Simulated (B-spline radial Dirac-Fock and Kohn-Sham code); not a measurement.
# Inner shells of Fe⁺

Aim: for iron as Fe⁺, compute the binding energy of each subshell and its photoionisation cross sections.

Method: a free atom or ion on a radial basis; each step names its model; computed with B-spline radial Dirac-Fock and Kohn-Sham code, version 3.

## (1) What is computed

Iron as Fe⁺, configuration [Ar] 3d7 (not the ground configuration).

| Quantity | Value |
| --- | --- |
| nuclear charge | 26 |
| electrons | 25 |
| mass number | 56 |
| nuclear rms radius | 3.7377 fm |

## (2) Binding energies

Model: Dirac-Fock average of configuration, Delta-SCF, finite nucleus, first-order Breit with its frequency dependence, self-energy and vacuum polarisation.

Settings, as recorded:

```ini
task = binding
Z = 26
charge = 1
configuration = 1s2 2s2 2p6 3s2 3p6 3d7
mass_number = 56
rms_radius = 3.7377  # fm
```

## (3) Photoionisation

Model: independent-particle photoionisation: Dirac-Hartree-Slater potential of the initial state with a Latter tail for bound and continuum orbitals, all multipoles (length form near threshold, velocity form far above), thresholds from Dirac-Fock Delta-SCF.

Recorded inputs:

```ini
task = photo
photon_energy = [175.0, 194.0, 248.0, 276.0, 300, 2010.0, 2984.4, 8500.0, 9251.7, 30000, 40000, 59100.0, 80000, 81800.0, 100000, 200000]  # eV
```

Q: Predict the outcome of this session. Wanted: deepest level listed, K; least bound, M4,5; Kα1.

**Answer**, as computed:

```
                       quantity                          value
   deepest level listed, K (1s)                      7126.6 eV
         least bound, M4,5 (3d)                       15.11 eV
                            Kα1                      6402.7 eV
             total at 2010.0 eV                         149 kb
strongest subshell at 2010.0 eV  L3 (2p3/2), 63.1 kb, β = 1.43
```

**Reading.** For K (1s), relaxation takes off 43.7 eV, Breit terms shift it by -7.75 and QED by -3.60 eV. L3 (2p3/2) leads at 2010.0 eV with 42 % of the total, and the K shell holds 90 % at 200000 eV. Under 200 eV, coupling between channels can change such values by tens of per cent. The Hartree-Fock and Dirac-Fock values hold no electron correlation.
